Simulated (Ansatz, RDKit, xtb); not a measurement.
**Isomers of C2H10B3N, a sample narrowed down**

Which of a sample of isomers of C2H10B3N is the most stable in the gas at 298.15 K, and what are its properties? The sample is small against all isomers, and the most stable one of this formula need not be in it.

Plan: many cheap relaxations first (GFN2-xTB), then density-functional screening, relaxation at B3LYP-D3(BJ)/def2-SVP, vibrations (at GFN2-xTB) and a final energy. The numbers are computed, not measured.

## (1) Candidates

Isomers were taken from a list of plausible structures; this is a sample, not all of them. That gives 7 candidates.

```csv
label,SMILES,spin
c197,BNBB(C)C,singlet
c381,BCB(B)NC,singlet
c544,BN(B)BCC,singlet
c594,BBNB(C)C,singlet
c718,BC(B)BNC,singlet
c767,BN(B)B(C)C,singlet
c942,BN(B)CBC,singlet
```

Candidates are built by distance geometry, with a force field where one applies, in up to four conformers (letters a to d).

Q: Predict the outcome of this search (final energies at CCSD(T)/def2-SVP + MP2/def2-TZVPP - MP2/def2-SVP).

| quantity | value |
| --- | --- |
| lowest structure found | BN(B)B(C)C, singlet |
| next finalist | BN(B)BCC, singlet, 12.5 kcal/mol higher in G |
| share at equilibrium, among the finalists | 100.0 % |

`BN(B)B(C)C` comes out lowest. The margin of 12.5 kcal/mol over the next finalist is beyond the usual error of the last level; it says nothing of structures that weren't ranked. GFN2-xTB, HF/STO-3G, r2SCAN-D4/def2-SVP, B3LYP-D3(BJ)/def2-SVP, HF/def2-SVP and MP2/def2-SVP already put its bonding pattern lowest among the structures in one piece. 2 minima inside the window were never screened. The search is not exhaustive (a finite list of starts, one conformer a finalist), so a lower isomer can't be ruled out. Only 7 drawn patterns were tried, so whole families of isomers are missing, and the result ranks this sample alone. The lowest isomer need not be the one that is made and kept in a bottle, which depends on barriers.
